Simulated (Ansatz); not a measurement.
# doublet [CH3AlF2]+: levels of theory compared

Wanted: a comparison of 6 runs (UHF/def2-SVPD, UB3LYP/def2-SVPD, UPBE/def2-SVPD, UPBE0/def2-SVPD, RPA@PBE0/def2-SVPD, UCCSD/def2-SVPD) of doublet [CH3AlF2]+. 

Program for the calculation: Ansatz 0.2.0.

46 further runs of the same task are left out: 46 set aside as unsound or not needed.

## Step 1: The molecule

[CH3AlF2]+ has 7 atoms, charge +1, and is taken as a doublet. As SMILES of the parent species, `[CH3][Al]([F])[F]`. The coordinates come from a PBE0-D4/def2-TZVP relaxation. That shape belongs to the parent species and isn't relaxed for this state.

Bond lengths: C1–Al2 1.926 Å, Al2–F3 1.644 Å, Al2–F4 1.644 Å, C1–H5 1.091 Å, C1–H6 1.093 Å, C1–H7 1.093 Å. Angles: C1–Al2–F3 121.5°, C1–Al2–F4 122.4°, F3–Al2–F4 116.1°, Al2–C1–H5 111.8°, Al2–C1–H6 110.6°, Al2–C1–H7 110.6°, H5–C1–H6 108.4°, H5–C1–H7 108.4°, H6–C1–H7 106.8°.

## Step 2: A single-point energy at UHF/def2-SVPD (run 1)

in.yaml

```yaml
crystal:
  periodic: [false, false, false]
  atoms:
    - {symbol: C, position_ang: [-0.253600, 0.825900, -0.238700]}
    - {symbol: Al, position_ang: [0.293100, -0.956200, 0.245500]}
    - {symbol: F, position_ang: [1.513200, -1.219500, 1.315500]}
    - {symbol: F, position_ang: [-0.423400, -2.297600, -0.378600]}
    - {symbol: H, position_ang: [-1.075800, 0.816000, -0.956100]}
    - {symbol: H, position_ang: [-0.573400, 1.384500, 0.645100]}
    - {symbol: H, position_ang: [0.581100, 1.378900, -0.678200]}
basis:
  gaussian:
    orbitals: def2-SVPD
total_charge: 1
magnetization:
  spin_polarized: true
  initial_magnetization: 1
hamiltonian:
  xc: hf
accuracy: high
output: {orbitals: {seedname: orbitals}}
```

On the command line:

```bash
$ ansatz run in.yaml --threads 1 --pin off --max-ram 3480MiB --events-out events.jsonl --progress --plain --runs-dir runs
```

Output:

```text
Warning: RAYON_NUM_THREADS=1 ignored (pool sized by the plan → 1); use --threads N
Functional definition: HF
  name "HF"
  exchange = exact_x
  correlation = 0
2238 factors; integrals over basis functions are off by at most 3.2e-9 eV
mean field evaluation 1: about -13051.7791 eV, gradient 4.6e1 eV
mean field evaluation 2: about -13051.7851 eV, gradient 4.6e1 eV
mean field evaluation 4: about -13059.1965 eV, gradient 2.5e0 eV
mean field evaluation 8: about -13059.2712 eV, gradient 1.5e-1 eV
mean field evaluation 16: about -13055.8140 eV, gradient 2.4e0 eV
mean field evaluation 32: about -13059.1861 eV, gradient 2.4e0 eV
mean field -13059.27168473 eV, -479.9193825216 hartree, gradient 1.8e-8 eV, S^2 0.756077; 0 other end points of the search recorded, 0 dependent functions left out
reference -13059.27168473 eV, -479.9193825216 hartree; 20, 19 occupied and 94, 95 virtual orbitals, 2238 factors
Total energy: -13059.27168473 eV, -479.9193825216 hartree
```

Wall time 7.8 s (1 thread of Arm Neoverse V1, shared host); peak memory 0.41 GiB.

## Step 3: The energy at UB3LYP/def2-SVPD (run 2)

run.yaml

```yaml
crystal:
  periodic: [false, false, false]
  atoms:
    - {symbol: C, position_ang: [-0.253600, 0.825900, -0.238700]}
    - {symbol: Al, position_ang: [0.293100, -0.956200, 0.245500]}
    - {symbol: F, position_ang: [1.513200, -1.219500, 1.315500]}
    - {symbol: F, position_ang: [-0.423400, -2.297600, -0.378600]}
    - {symbol: H, position_ang: [-1.075800, 0.816000, -0.956100]}
    - {symbol: H, position_ang: [-0.573400, 1.384500, 0.645100]}
    - {symbol: H, position_ang: [0.581100, 1.378900, -0.678200]}
basis:
  gaussian: {orbitals: def2-SVPD}
accuracy: high
output: {orbitals: {seedname: orbitals}}
hamiltonian: {xc: {name: B3LYP}}
total_charge: 1
magnetization: {spin_polarized: true, initial_magnetization: 1}
```

On the command line:

```bash
$ ansatz run run.yaml --threads 1 --pin off --max-ram 3480MiB --events-out events.jsonl --progress --plain --runs-dir runs
```

Output:

```text
Warning: RAYON_NUM_THREADS=1 ignored (pool sized by the plan → 1); use --threads N
Functional definition: B3LYP
  name "B3LYP"
  parameter a0 = 0.2
  parameter ax = 0.72
  parameter ac = 0.81
  exchange = (1 - a0 - ax)*slater_x + ax*b88_x + a0*exact_x
  correlation = (1 - ac)*vwn_rpa_c + ac*lyp_c
2238 factors; integrals over basis functions are off by at most 3.2e-9 eV
mean field evaluation 1: about -13087.1571 eV, gradient 6.9e1 eV
mean field evaluation 2: about -13012.0929 eV, gradient 1.6e2 eV
mean field evaluation 4: about -13102.6946 eV, gradient 9.2e0 eV
mean field evaluation 8: about -13103.1455 eV, gradient 2.6e-1 eV
mean field evaluation 16: about -13103.1458 eV, gradient 1.3e-4 eV
mean field evaluation 32: about -13103.0796 eV, gradient 2.3e0 eV
mean field -13103.14575075 eV, -481.5317247088 hartree, gradient 4.1e-8 eV, S^2 0.754237; 2 other end points of the search recorded, 0 dependent functions left out
reference -13103.14579473 eV, -481.5317263251 hartree; 20, 19 occupied and 94, 95 virtual orbitals, 2238 factors
Total energy: -13103.14579473 eV, -481.5317263251 hartree
```

It took 19 s on 1 thread of Arm Neoverse V1, shared host; peak memory 0.52 GiB.

Run 3 isn't shown in full; the table further down has it.

## Step 4: A single-point energy at UPBE0/def2-SVPD (run 4)

input.yaml

```yaml
crystal:
  periodic: [false, false, false]
  atoms:
    - {symbol: C, position_ang: [-0.253600, 0.825900, -0.238700]}
    - {symbol: Al, position_ang: [0.293100, -0.956200, 0.245500]}
    - {symbol: F, position_ang: [1.513200, -1.219500, 1.315500]}
    - {symbol: F, position_ang: [-0.423400, -2.297600, -0.378600]}
    - {symbol: H, position_ang: [-1.075800, 0.816000, -0.956100]}
    - {symbol: H, position_ang: [-0.573400, 1.384500, 0.645100]}
    - {symbol: H, position_ang: [0.581100, 1.378900, -0.678200]}
basis:
  gaussian:
    orbitals: def2-SVPD
total_charge: 1
magnetization:
  spin_polarized: true
  initial_magnetization: 1
hamiltonian:
  xc: pbe0
accuracy: high
output: {orbitals: {seedname: orbitals}}
```

On the command line:

```bash
$ ansatz run input.yaml --threads 1 --pin off --max-ram 3480MiB --events-out events.jsonl --progress --plain --runs-dir runs
```

Output:

```text
Warning: RAYON_NUM_THREADS=1 ignored (pool sized by the plan → 1); use --threads N
Functional definition: PBE0
  name "PBE0"
  parameter a = 0.25
  parameter kappa = 0.804
  parameter beta = 0.06672455060314922
  exchange = (1 - a)*pbe_x(kappa = kappa, mu = beta*pi^2/3) + a*exact_x
  correlation = pbe_c(beta = beta)
2238 factors; integrals over basis functions are off by at most 3.2e-9 eV
mean field evaluation 1: about -13078.7350 eV, gradient 6.5e1 eV
mean field evaluation 2: about -13024.4481 eV, gradient 1.4e2 eV
mean field evaluation 4: about -13092.5723 eV, gradient 5.5e0 eV
mean field evaluation 8: about -13092.8101 eV, gradient 2.6e-1 eV
mean field evaluation 16: about -13092.8104 eV, gradient 1.5e-4 eV
mean field evaluation 32: about -13092.5118 eV, gradient 2.0e0 eV
mean field -13092.81044185 eV, -481.1519091122 hartree, gradient 4.7e-8 eV, S^2 0.754740; 2 other end points of the search recorded, 0 dependent functions left out
reference -13092.81044622 eV, -481.1519092731 hartree; 20, 19 occupied and 94, 95 virtual orbitals, 2238 factors
Total energy: -13092.81044622 eV, -481.1519092731 hartree
```

Run time: 20 s. Hardware: 1 thread of Arm Neoverse V1, shared host; peak memory 0.52 GiB.

Run 5 isn't shown in full; the table further down has it.

## Step 5: A single-point energy at UCCSD/def2-SVPD (run 6)

job.yaml

```yaml
basis:
  gaussian:
    orbitals: def2-SVPD
crystal:
  periodic: [false, false, false]
  atoms:
    - {symbol: C, position_ang: [-0.253600, 0.825900, -0.238700]}
    - {symbol: Al, position_ang: [0.293100, -0.956200, 0.245500]}
    - {symbol: F, position_ang: [1.513200, -1.219500, 1.315500]}
    - {symbol: F, position_ang: [-0.423400, -2.297600, -0.378600]}
    - {symbol: H, position_ang: [-1.075800, 0.816000, -0.956100]}
    - {symbol: H, position_ang: [-0.573400, 1.384500, 0.645100]}
    - {symbol: H, position_ang: [0.581100, 1.378900, -0.678200]}
total_charge: 1
magnetization:
  spin_polarized: true
  initial_magnetization: 1
correlation:
  method: ccsd
  frozen_orbitals: {Al: 5, C: 1, F: 1, H: 0}
accuracy: high
scf:
  omitted_lower_state_checks: [cluster_reference, increment]
```

On the command line:

```bash
$ ansatz run job.yaml --threads 1 --pin off --max-ram 3480MiB --events-out events.jsonl --progress --plain --runs-dir runs
```

Output, shortened:

```text
Warning: RAYON_NUM_THREADS=1 ignored (pool sized by the plan → 1); use --threads N
[... 2 set-up lines as earlier in the session ...]
[...]
2238 factors; integrals over basis functions are off by at most 3.2e-9 eV
[...]
mean field -13059.27168473 eV, -479.9193825216 hartree, gradient 1.8e-8 eV, S^2 0.756077; 0 other end points of the search recorded, 0 dependent functions left out
8 core orbitals not correlated: weight in the atoms' cores, before any rotation towards them, 1.000 or more for the frozen orbitals, at most 0.000 for the correlated occupied ones
reference -13059.27168473 eV, -479.9193825216 hartree; 12, 11 occupied and 94, 95 virtual orbitals, 2238 factors
second order -15.72131546 eV of doubles, -0.00000000 eV of singles
cycle   1  -15.82989759 eV  change   -1.1e-1 eV  update   1.2e-1
[...]
cycle  29  -16.35790620 eV  change  -3.4e-10 eV  update   1.9e-9
Total energy: -13075.62959093 eV, -480.5205244868 hartree
Checks for a lower state left out: cluster_reference, increment
```

Wall time 2.4 min (1 thread of Arm Neoverse V1, shared host); peak memory 2.2 GiB.

## Step 6: Overview of the runs

| run | level | frozen core orbitals | energy (Eh) | HOMO energy (eV) | LUMO energy (eV) | ⟨S²⟩ | wall time |
| --- | --- | --- | --- | --- | --- | --- | --- |
| 1 | UHF/def2-SVPD | – | -479.919383 | -22.31 | -9.75 | 0.756 | 7.8 s |
| 2 | UB3LYP/def2-SVPD | – | -481.531726 | -16.98 | -14.65 | 0.754 | 19 s |
| 3 | UPBE/def2-SVPD | – | -481.132491 | -15.59 | -15.09 | 0.753 | 19 s |
| 4 | UPBE0/def2-SVPD | – | -481.151909 | -17.22 | -14.34 | 0.755 | 20 s |
| 5 | RPA@PBE0/def2-SVPD | 8 | -480.718674 | – | – | 0.755 | 34 s |
| 6 | UCCSD/def2-SVPD | 8 | -480.520524 | – | – | 0.756 | 2.4 min |

## Step 7: Outcome

| quantity | value |
| --- | --- |
| run 6: total energy | -480.52052 Eh |
| run 6: correlation energy (8 core orbitals frozen) | -601.1 mEh |
| run 6: ⟨S²⟩ of the reference determinant | 0.756 |
| run 6: T1 diagnostic | 0.021 |

In words: Totals of different functionals can't be ranked against each other. All runs together took 4.1 min, the longest 2.4 min.
